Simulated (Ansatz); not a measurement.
Born–Oppenheimer molecular dynamics of a periodic cell of 16 atoms, WC (start crystal WC, start structure P-6m2, volume 1 times the crystal's). It goes on from the last frame of an earlier run, with new velocities.

All numbers below come from Ansatz, DFT PBEsol, scalar-relativistic, plane waves, PAW. Settings: accuracy low, PAW set soft_1, cutoff 420 eV, k mesh 3x3x3, fermi-dirac smearing 0.17 eV, no spin polarisation.

```yaml
ensemble: NVT, Langevin thermostat
time_step: 1 fs
steps_asked: 189
set_temperature: 1600 K
friction: 0.02 /fs
temperature_schedule: 142 steps to 300 K, then 47 steps to 300 K
seed: 829063
```

Frames 5 fs apart, positions in Å, forces in eV/Å.

Velocities at 60 fs (Å/ps):

```
W -0.23 -0.98 -1.03
C 13.16 14.00 -6.45
W -2.25 2.43 1.47
C -7.08 6.30 -4.65
W -0.62 2.18 0.01
C -12.50 -5.17 2.37
W 1.14 -0.42 0.04
C -0.09 20.63 3.85
W 2.14 -0.76 4.25
C 24.87 0.70 -13.43
W 1.41 -0.34 4.58
C -11.47 -13.17 3.43
W -0.93 -2.56 0.78
C -2.71 9.15 -12.32
W -1.36 -1.82 -1.18
C -8.44 -1.62 -14.44
```

```xyz
16
Lattice="-2.8861 -4.9989 0.0000 4.3291 -2.4994 0.0000 0.0000 0.0000 5.6483" Properties=species:S:1:pos:R:3:forces:R:3 time_fs=60 energy_less_start_eV=-0.431 T=1222
W -0.087 -4.930 0.132 -1.95 -1.55 0.52
C 1.185 -4.101 1.597 1.68 -1.13 -1.20
W -0.217 -4.968 2.981 1.36 -0.18 -0.97
C 1.389 -4.296 4.407 -1.88 2.73 -1.72
W -1.581 -2.410 0.076 1.53 -2.65 2.28
C -0.011 -1.651 1.649 -1.20 -0.44 -1.01
W -1.598 -2.519 2.864 1.31 2.52 0.94
C -0.051 -1.639 4.385 -0.90 0.24 -0.78
W 1.302 -2.493 0.067 1.53 -0.07 2.77
C 2.822 -1.760 1.558 -1.97 2.03 -1.05
W 1.438 -2.564 2.980 -3.69 1.95 -0.12
C 2.764 -1.586 4.410 0.05 -0.50 0.35
W -0.032 -0.081 0.251 -2.97 2.30 -4.65
C -1.722 -4.234 1.558 3.42 2.30 0.18
W -0.211 0.170 2.993 2.90 -5.38 1.12
C -1.618 -3.996 4.229 0.76 -2.18 3.34
16
Lattice="-2.8861 -4.9989 0.0000 4.3291 -2.4994 0.0000 0.0000 0.0000 5.6483" Properties=species:S:1:pos:R:3:forces:R:3 time_fs=65 energy_less_start_eV=-0.562 T=1022
W -0.088 -4.931 0.127 -1.46 -1.36 0.62
C 1.264 -4.056 1.569 0.49 -2.01 -0.81
W -0.229 -4.957 2.985 2.01 -0.51 -1.47
C 1.329 -4.229 4.356 -0.66 1.41 -0.40
W -1.581 -2.400 0.076 0.72 -2.55 1.37
C -0.077 -1.700 1.650 0.03 0.33 -1.17
W -1.592 -2.523 2.867 0.67 2.82 1.26
C -0.058 -1.563 4.401 -0.79 -1.32 -1.02
W 1.313 -2.494 0.089 0.80 0.29 2.28
C 2.920 -1.740 1.505 -3.96 2.23 -0.06
W 1.445 -2.558 3.001 -3.92 2.33 -1.13
C 2.726 -1.656 4.436 0.92 0.84 -0.26
W -0.036 -0.092 0.252 -2.22 2.63 -4.55
C -1.710 -4.179 1.518 3.25 1.44 0.71
W -0.215 0.162 2.991 3.06 -5.01 0.99
C -1.648 -4.019 4.213 1.06 -1.55 3.63
16
Lattice="-2.8861 -4.9989 0.0000 4.3291 -2.4994 0.0000 0.0000 0.0000 5.6483" Properties=species:S:1:pos:R:3:forces:R:3 time_fs=70 energy_less_start_eV=-0.851 T=1046
W -0.090 -4.934 0.126 -1.22 -1.15 0.44
C 1.326 -4.051 1.557 -0.22 -2.03 -0.45
W -0.236 -4.953 2.984 2.20 -0.62 -1.49
C 1.257 -4.140 4.312 0.43 -0.45 0.79
W -1.580 -2.390 0.072 0.14 -2.78 1.02
C -0.126 -1.755 1.608 0.93 1.22 -0.57
W -1.590 -2.529 2.871 0.24 2.66 2.14
C -0.089 -1.539 4.426 -0.46 -2.01 -1.62
W 1.331 -2.500 0.111 -0.29 0.56 1.87
C 2.935 -1.711 1.457 -3.67 1.90 1.15
W 1.444 -2.547 3.020 -4.29 2.37 -2.40
C 2.689 -1.713 4.451 1.94 1.87 -0.63
W -0.045 -0.100 0.246 -1.13 3.34 -3.56
C -1.635 -4.113 1.499 1.56 -0.20 0.48
W -0.217 0.144 2.993 2.88 -4.14 0.36
C -1.660 -4.069 4.264 0.98 -0.55 2.48
16
Lattice="-2.8861 -4.9989 0.0000 4.3291 -2.4994 0.0000 0.0000 0.0000 5.6483" Properties=species:S:1:pos:R:3:forces:R:3 time_fs=75 energy_less_start_eV=-1.214 T=1232
W -0.097 -4.939 0.125 -0.91 -0.75 0.13
C 1.380 -4.076 1.513 -0.83 -1.34 0.60
W -0.237 -4.951 2.978 2.10 -0.52 -0.97
C 1.212 -4.078 4.287 0.95 -1.89 1.48
W -1.581 -2.387 0.067 0.09 -3.11 1.09
C -0.143 -1.791 1.552 1.19 1.79 0.43
W -1.596 -2.534 2.881 0.41 2.50 2.45
C -0.122 -1.579 4.431 0.06 -1.26 -1.82
W 1.355 -2.504 0.132 -1.32 0.94 1.23
C 2.866 -1.635 1.450 -1.45 0.33 1.57
W 1.441 -2.530 3.039 -4.59 2.06 -3.83
C 2.684 -1.742 4.437 2.21 2.36 -0.30
W -0.050 -0.096 0.231 -1.30 3.55 -2.09
C -1.542 -4.066 1.498 -0.28 -1.35 0.11
W -0.219 0.127 2.998 2.68 -3.35 -0.42
C -1.672 -4.115 4.364 0.99 0.03 0.34
16
Lattice="-2.8861 -4.9989 0.0000 4.3291 -2.4994 0.0000 0.0000 0.0000 5.6483" Properties=species:S:1:pos:R:3:forces:R:3 time_fs=80 energy_less_start_eV=-1.345 T=1154
W -0.108 -4.942 0.128 -0.41 -0.55 0.18
C 1.405 -4.130 1.504 -1.29 -0.07 0.97
W -0.229 -4.943 2.975 2.04 -0.63 -0.34
C 1.190 -4.076 4.312 1.39 -1.78 0.94
W -1.589 -2.391 0.059 0.50 -3.26 1.52
C -0.129 -1.789 1.505 0.78 1.79 1.38
W -1.601 -2.535 2.894 0.77 2.27 2.31
C -0.150 -1.621 4.405 0.57 -0.49 -1.40
W 1.376 -2.503 0.152 -1.94 0.82 0.55
C 2.765 -1.565 1.472 0.67 -1.13 1.69
W 1.433 -2.511 3.054 -4.38 1.33 -4.07
C 2.723 -1.745 4.433 1.43 2.19 -0.07
W -0.053 -0.087 0.213 -1.90 3.25 -0.77
C -1.462 -4.035 1.508 -1.68 -1.73 -0.16
W -0.212 0.101 3.002 2.49 -2.56 -1.00
C -1.669 -4.160 4.463 0.97 0.54 -1.73
16
Lattice="-2.8861 -4.9989 0.0000 4.3291 -2.4994 0.0000 0.0000 0.0000 5.6483" Properties=species:S:1:pos:R:3:forces:R:3 time_fs=85 energy_less_start_eV=-1.349 T=1080
W -0.118 -4.940 0.137 0.16 -0.47 0.40
C 1.400 -4.162 1.514 -1.27 0.69 1.03
W -0.222 -4.938 2.970 2.27 -0.58 0.56
C 1.212 -4.112 4.355 1.29 -0.90 0.04
W -1.596 -2.392 0.054 1.10 -3.33 2.18
C -0.096 -1.760 1.490 -0.03 1.40 1.79
W -1.601 -2.538 2.908 0.87 2.23 2.04
C -0.157 -1.672 4.362 0.76 0.32 -0.44
W 1.393 -2.498 0.173 -2.05 0.68 -0.31
C 2.680 -1.507 1.516 1.84 -2.12 1.42
W 1.420 -2.494 3.065 -3.63 0.68 -3.52
C 2.793 -1.709 4.440 -0.10 1.31 -0.10
W -0.057 -0.081 0.200 -2.13 2.76 0.03
C -1.438 -4.022 1.538 -2.30 -1.76 -0.66
W -0.203 0.073 3.004 2.46 -1.82 -1.19
C -1.649 -4.191 4.541 0.76 0.90 -3.29
16
Lattice="-2.8861 -4.9989 0.0000 4.3291 -2.4994 0.0000 0.0000 0.0000 5.6483" Properties=species:S:1:pos:R:3:forces:R:3 time_fs=90 energy_less_start_eV=-1.505 T=1161
W -0.126 -4.937 0.147 0.69 -0.45 0.57
C 1.383 -4.182 1.530 -1.02 1.24 0.88
W -0.206 -4.929 2.967 2.31 -0.36 1.29
C 1.262 -4.164 4.393 0.60 0.25 -0.66
W -1.599 -2.389 0.056 1.86 -3.27 2.82
C -0.041 -1.694 1.532 -1.03 0.55 1.27
W -1.599 -2.531 2.923 0.92 1.87 1.53
C -0.148 -1.727 4.309 0.67 1.11 0.98
W 1.404 -2.490 0.195 -1.79 0.64 -0.88
C 2.646 -1.462 1.576 2.05 -2.86 0.47
W 1.411 -2.476 3.070 -2.67 0.04 -2.97
C 2.859 -1.661 4.438 -1.39 0.45 0.11
W -0.065 -0.068 0.191 -1.58 2.37 0.27
C -1.463 -4.027 1.560 -2.15 -1.50 -0.85
W -0.184 0.049 3.008 2.35 -1.06 -1.27
C -1.613 -4.199 4.562 0.19 0.98 -3.57
16
Lattice="-2.8861 -4.9989 0.0000 4.3291 -2.4994 0.0000 0.0000 0.0000 5.6483" Properties=species:S:1:pos:R:3:forces:R:3 time_fs=95 energy_less_start_eV=-1.842 T=1463
W -0.132 -4.936 0.161 0.81 -0.08 0.33
C 1.336 -4.154 1.554 -0.12 0.84 0.63
W -0.187 -4.918 2.972 2.28 -0.30 1.45
C 1.333 -4.211 4.427 -0.85 1.42 -1.34
W -1.602 -2.389 0.062 2.51 -3.14 3.48
C 0.028 -1.619 1.599 -1.99 -0.40 0.16
W -1.595 -2.524 2.941 0.82 1.59 0.56
C -0.143 -1.752 4.275 0.65 1.46 2.11
W 1.412 -2.481 0.211 -1.66 0.82 -1.18
C 2.661 -1.459 1.619 1.82 -2.83 -0.30
W 1.402 -2.454 3.067 -1.51 -0.61 -2.14
C 2.899 -1.593 4.455 -1.95 -0.64 -0.26
W -0.076 -0.050 0.185 -0.62 2.12 0.12
C -1.511 -4.055 1.565 -1.60 -0.85 -0.64
W -0.160 0.025 3.014 1.71 0.12 -1.05
C -1.580 -4.173 4.494 -0.31 0.48 -1.94
16
Lattice="-2.8861 -4.9989 0.0000 4.3291 -2.4994 0.0000 0.0000 0.0000 5.6483" Properties=species:S:1:pos:R:3:forces:R:3 time_fs=100 energy_less_start_eV=-2.154 T=1576
W -0.143 -4.935 0.173 0.89 0.18 0.11
C 1.281 -4.124 1.593 0.79 0.35 -0.05
W -0.158 -4.909 2.976 1.64 -0.61 1.11
C 1.387 -4.212 4.453 -2.06 1.91 -1.75
W -1.604 -2.393 0.070 2.76 -2.84 3.89
C 0.062 -1.557 1.643 -2.32 -1.49 -0.89
W -1.595 -2.521 2.956 1.03 1.78 -0.36
C -0.114 -1.726 4.295 0.19 1.08 2.24
W 1.420 -2.470 0.224 -1.75 0.85 -1.14
C 2.723 -1.526 1.664 1.10 -1.50 -1.16
W 1.389 -2.436 3.059 -0.57 -1.13 -1.23
C 2.892 -1.542 4.454 -1.65 -1.33 -0.31
W -0.089 -0.026 0.179 -0.10 1.77 -0.17
C -1.583 -4.094 1.549 -0.34 -0.13 -0.06
W -0.136 -0.002 3.021 0.91 1.62 -0.70
C -1.552 -4.112 4.384 -0.53 -0.51 0.46
16
Lattice="-2.8861 -4.9989 0.0000 4.3291 -2.4994 0.0000 0.0000 0.0000 5.6483" Properties=species:S:1:pos:R:3:forces:R:3 time_fs=105 energy_less_start_eV=-2.062 T=1459
W -0.147 -4.934 0.181 0.85 0.34 0.02
C 1.233 -4.102 1.629 1.68 0.05 -0.85
W -0.123 -4.898 2.982 0.45 -1.31 0.72
C 1.394 -4.194 4.469 -1.94 1.84 -1.75
W -1.601 -2.403 0.087 2.56 -2.32 3.52
C 0.069 -1.527 1.635 -2.30 -2.16 -0.95
W -1.592 -2.515 2.969 1.10 2.35 -1.29
C -0.051 -1.689 4.355 -0.84 0.64 1.62
W 1.431 -2.458 0.230 -2.02 0.57 -0.91
C 2.807 -1.625 1.686 -0.15 0.29 -1.44
W 1.373 -2.421 3.053 0.22 -1.47 -0.76
C 2.838 -1.518 4.452 -0.59 -1.60 -0.40
W -0.100 0.000 0.170 -0.01 1.11 -0.42
C -1.651 -4.140 1.513 1.17 0.84 0.91
W -0.116 -0.024 3.030 0.43 2.48 -0.48
C -1.530 -4.047 4.293 -0.62 -1.65 2.46
16
Lattice="-2.8861 -4.9989 0.0000 4.3291 -2.4994 0.0000 0.0000 0.0000 5.6483" Properties=species:S:1:pos:R:3:forces:R:3 time_fs=110 energy_less_start_eV=-1.910 T=1443
W -0.146 -4.934 0.185 0.83 0.49 -0.12
C 1.232 -4.090 1.646 1.89 -0.14 -1.40
W -0.088 -4.890 2.983 -0.79 -1.76 0.52
C 1.350 -4.145 4.447 -0.54 0.95 -0.76
W -1.597 -2.417 0.107 1.82 -1.47 2.43
C 0.023 -1.541 1.601 -1.67 -2.08 -0.40
W -1.586 -2.507 2.978 0.96 2.72 -1.72
C 0.010 -1.655 4.442 -1.75 0.27 0.26
W 1.442 -2.453 0.231 -2.29 0.31 -0.52
C 2.901 -1.706 1.680 -2.01 1.61 -1.23
W 1.361 -2.409 3.049 0.63 -1.44 -0.83
C 2.769 -1.517 4.439 0.71 -1.38 -0.29
W -0.107 0.027 0.156 0.14 0.29 -0.41
C -1.692 -4.160 1.491 2.33 1.26 1.46
W -0.097 -0.039 3.036 0.21 2.41 -0.51
C -1.526 -4.024 4.243 -0.49 -2.05 3.51
16
Lattice="-2.8861 -4.9989 0.0000 4.3291 -2.4994 0.0000 0.0000 0.0000 5.6483" Properties=species:S:1:pos:R:3:forces:R:3 time_fs=115 energy_less_start_eV=-1.974 T=1226
W -0.143 -4.935 0.187 0.97 0.59 -0.34
C 1.268 -4.073 1.624 1.41 -0.57 -0.97
W -0.051 -4.883 2.983 -2.04 -1.96 0.20
C 1.283 -4.075 4.398 1.06 -0.18 0.59
W -1.592 -2.433 0.132 1.11 -0.65 1.26
C -0.061 -1.597 1.562 -0.56 -1.13 0.40
W -1.576 -2.495 2.977 0.64 1.87 -0.89
C 0.026 -1.634 4.540 -1.94 0.00 -1.66
W 1.449 -2.448 0.234 -2.60 0.02 -0.49
C 2.949 -1.757 1.656 -2.92 2.41 -0.48
W 1.352 -2.401 3.042 0.60 -1.11 -0.84
C 2.730 -1.529 4.433 1.44 -0.92 -0.36
W -0.113 0.054 0.144 0.59 -0.52 0.11
C -1.681 -4.174 1.492 2.39 1.26 1.66
W -0.083 -0.051 3.044 -0.02 2.03 -0.87
C -1.540 -4.049 4.269 -0.14 -1.15 2.70
```

Of the whole run (189 fs, mean temperature of the second half 915 K): The schedule's set-point averaged 409 K over the second half and the system 915 K, so it lags behind the ramp. A run of 0.19 ps of so small a system gives no equilibrium averages. Limits of this set-up: coarse k mesh, PAW files made for another functional, low accuracy level.

Run time: 31 min on 2 threads of Arm Neoverse V1, with other jobs on the host, peak memory 0.62 GiB.
